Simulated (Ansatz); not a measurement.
# CH7BrO2Si2: one species, many methods

One table from this session's results is given with a row withheld; the runs are named, their logs left out.

Computed with Ansatz 0.2.0, Gaussian basis. Level: functionals in def2-TZVPP, the program's frozen cores in correlated methods.

Plan: PBE-D4, r2SCAN-D4, PBE0-D4, B3LYP-D4, ωB97X-V, ωB97M-V, B2PLYP; CCSD(T)/def2-TZVPP; MP2/def2-QZVPP; extrapolation to the limit.

## The relaxed structure

An earlier PBE0-D4 in a triple-zeta def2 set relaxation fixed the geometry.

SMILES `CO[SiH](Br)O[SiH3]`, 13 atoms, charge 0, spin multiplicity 1.

Atoms are counted from 1 here; the program's logs count them from 0.

Bond lengths: C1–O2 1.412 Å, C1–H7 1.090 Å, C1–H8 1.094 Å, C1–H9 1.095 Å, O2–Si3 1.620 Å, Si3–Br4 2.227 Å, Si3–O5 1.609 Å, Si3–H10 1.473 Å, O5–Si6 1.646 Å, Si6–H11 1.484 Å, Si6–H12 1.483 Å, Si6–H13 1.482 Å. Angles: O2–C1–H7 107.9°, O2–C1–H8 111.0°, O2–C1–H9 111.4°, H7–C1–H8 109.0°, H7–C1–H9 108.7°, H8–C1–H9 108.9°, C1–O2–Si3 126.0°, O2–Si3–Br4 109.1°, O2–Si3–O5 108.3°, O2–Si3–H10 112.5°, Br4–Si3–O5 110.0°, Br4–Si3–H10 107.3°, O5–Si3–H10 109.7°, Si3–O5–Si6 143.7°, O5–Si6–H11 110.3°, O5–Si6–H12 109.2°, O5–Si6–H13 107.6°, H11–Si6–H12 109.8° and more.

The first run:

Contents of in.yaml:

```yaml
crystal:
  periodic: [false, false, false]
  atoms:
    - {symbol: C, position_ang: [1.603126, -0.434888, -1.907102]}
    - {symbol: O, position_ang: [0.823867, -0.571305, -0.737671]}
    - {symbol: Si, position_ang: [-0.716711, -0.101319, -0.560210]}
    - {symbol: Br, position_ang: [-0.887574, 2.054781, -1.090367]}
    - {symbol: O, position_ang: [-1.137794, -0.324315, 0.976337]}
    - {symbol: Si, position_ang: [-0.920050, 0.240481, 2.507458]}
    - {symbol: H, position_ang: [2.585428, -0.862845, -1.705980]}
    - {symbol: H, position_ang: [1.722176, 0.618257, -2.177540]}
    - {symbol: H, position_ang: [1.153640, -0.969128, -2.750389]}
    - {symbol: H, position_ang: [-1.637216, -0.842361, -1.440205]}
    - {symbol: H, position_ang: [0.395004, 0.917687, 2.625431]}
    - {symbol: H, position_ang: [-2.006770, 1.195410, 2.833449]}
    - {symbol: H, position_ang: [-0.977117, -0.920454, 3.426778]}
basis:
  gaussian: {orbitals: def2-TZVPP}
hamiltonian: {xc: pbe, dispersion: d4}
output: {forces: true, orbitals: {seedname: orbitals}}
```

On the command line:

```bash
> ansatz run in.yaml --threads 2 --pin off --events-out ev --progress --plain --max-ram 32768MiB --backend cuda --devices 0, --max-vram 18GiB
```

Among the steps run: PBE-D4 (GGA); r2SCAN-D4 (meta-GGA); PBE0-D4 (hybrid); B3LYP-D4 (hybrid); ωB97X-V (range-separated); ωB97M-V (range-separated); B2PLYP (double hybrid); CCSD(T) in def2-TZVPP; MP2 in def2-QZVPP.

One of the session's tables, all rows but one given; the rest of the session is left out.

| method | atomisation energy (eV) |
| --- | --- |
| PBE-D4 | 49.045 |
| r2SCAN-D4 | 49.001 |
| PBE0-D4 | 48.430 |
| B3LYP-D4 | 48.742 |
| ωB97X-V | 49.135 |
| ωB97M-V | 49.010 |
| B2PLYP | ? |
| HF/def2-TZVPP | 36.321 |
| MP2/def2-TZVPP | 48.595 |
| CCSD/def2-TZVPP | 47.117 |
| CCSD(T)/def2-TZVPP | 47.746 |
| MP2/CBS | 50.051 |
| CCSD(T)/CBS | 49.202 |

Q: Estimate the row for B2PLYP from the others.

As computed: atomisation energy (eV): 48.308. In the column «atomisation energy (eV)» it lies between CCSD(T)/def2-TZVPP (47.746) and PBE0-D4 (48.430).

To keep in mind: Free atoms (1 C, 2 O, 2 Si, 1 Br, 7 H) were run apart at each level; the atomisation energy is their sum less the molecule, without zero-point or spin-orbit terms.
